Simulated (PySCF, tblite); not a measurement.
**Si4H4O6, a small molecule taken as a stand-in for a surface group (T4 silsesquioxane): NMR shifts, core binding energies and electronic excitations**

What NMR shifts, core binding energies and electronic excitations should one expect for `O1[SiH]2O[SiH]3O[SiH]1O[SiH](O2)O3`?

Computed with tblite 0.8.0 and PySCF 2.14.0; each step states its level. No surroundings beyond the atoms listed, unless a continuum is named. Atoms count from 0, parts from 1.

## 1. Starting point

14 atoms, charge 0, multiplicity 1; geometry: distance geometry start.

## 2. Geometry optimisation with GFN2-xTB

Job settings and geometry (Å):

```
{"job": {"kind": "relax", "xc": "GFN2-xTB", "basis": "xTB"}, "charge": 0, "multiplicity": 1}
Si    -1.142321     0.170836    -1.198866
O     -1.923783    -0.406723     0.170152
Si    -0.747895    -0.601682     1.400664
O      0.006941     0.894443     1.771768
Si     0.726378     1.537641     0.356883
O     -0.436682     1.723806    -0.898505
O      1.888535     0.394698    -0.221316
Si     1.192829    -1.125582    -0.516460
O      0.460390    -1.709696     0.922596
O      0.019672    -0.942117    -1.785493
H     -2.172141     0.412865    -2.251128
H     -1.415805    -1.106394     2.616223
H      1.321175     2.839337     0.591625
H      2.207342    -2.051166    -1.019028
```

Level: GFN2-xTB geometry optimisation, gas phase.

Started as:

```
OMP_NUM_THREADS=1 python cluster_run.py task.json out
```

The driver reads the jobs from task.json and runs them one after another.

**Question.** The jobs that follow are: PBE0-D3(BJ)/def2-SVP geometry optimisation, gas phase; GIAO PBE0/pcSseg-1 NMR shielding, non-relativistic, gas phase; delta-SCF UKS SCAN, pcX-2 on the ionised atom, pcseg-1 elsewhere, spin-free X2C; TDDFT CAM-B3LYP/def2-SVPD, vertical, gas phase, core orbitals frozen in the response. Predict: point group; rotational constants (main isotopes); 1H shifts against TMS (PBE0/pcSseg-1, means over atoms taken as alike); 29Si shifts against TMS (PBE0/pcSseg-1, means over atoms taken as alike); 17O shifts against H2O (PBE0/pcSseg-1, means over atoms taken as alike); Si2p binding energies, SCAN/pcX-2; O1s binding energies, SCAN/pcX-2; lowest singlet (CAM-B3LYP/def2-SVPD); brightest single state of those computed; lowest triplet.

The runs gave:

```
                                                                quantity                        value
                                                             point group             Td (approximate)
                                    rotational constants (main isotopes)         1.05, 1.05, 1.05 GHz
  1H shifts against TMS (PBE0/pcSseg-1, means over atoms taken as alike)                     4.74 ppm
29Si shifts against TMS (PBE0/pcSseg-1, means over atoms taken as alike)                    -46.8 ppm
 17O shifts against H2O (PBE0/pcSseg-1, means over atoms taken as alike)                    149.6 ppm
                                       Si2p binding energies, SCAN/pcX-2                Si0 109.11 eV
                                        O1s binding energies, SCAN/pcX-2                 O1 538.33 eV
                                    lowest singlet (CAM-B3LYP/def2-SVPD)  8.93 eV (139 nm), f = 0.000
                                brightest single state of those computed  state 6, 9.03 eV, f = 0.037
                                                          lowest triplet                      8.66 eV
```

The start of the PBE0/def2-SVP relaxation was shaken at random by about 0.01 Å, so part of the energy gained, and of the first lengths quoted, undoes that. The optimisation took 4 steps and gained 0.470 eV; among the close pairs (by a distance rule), Si0–O9 changed most, from 1.603 to 1.672 Å (PBE0/def2-SVP). At PBE0/pcSseg-1: The largest span, 53 ppm, is at Si0, Si2, Si4, Si7, where the paramagnetic term is -485 ppm. The lowest singlet, at 8.93 eV, is HOMO→LUMO+2 0.22, HOMO−2→LUMO+1 0.18 and is dark; of the 6 states computed, the strongest absorption comes from states 4 to 6 together at 9.03 eV (the last computed, so partners may be missing). The lowest triplet lies 0.27 eV below the lowest singlet (triplets in Tamm-Dancoff, singlets in full TDDFT). A capped cluster stands for the solid here, so long-range fields and strain are missing, and bands or shifts of the capping hydrogens have no counterpart in it.
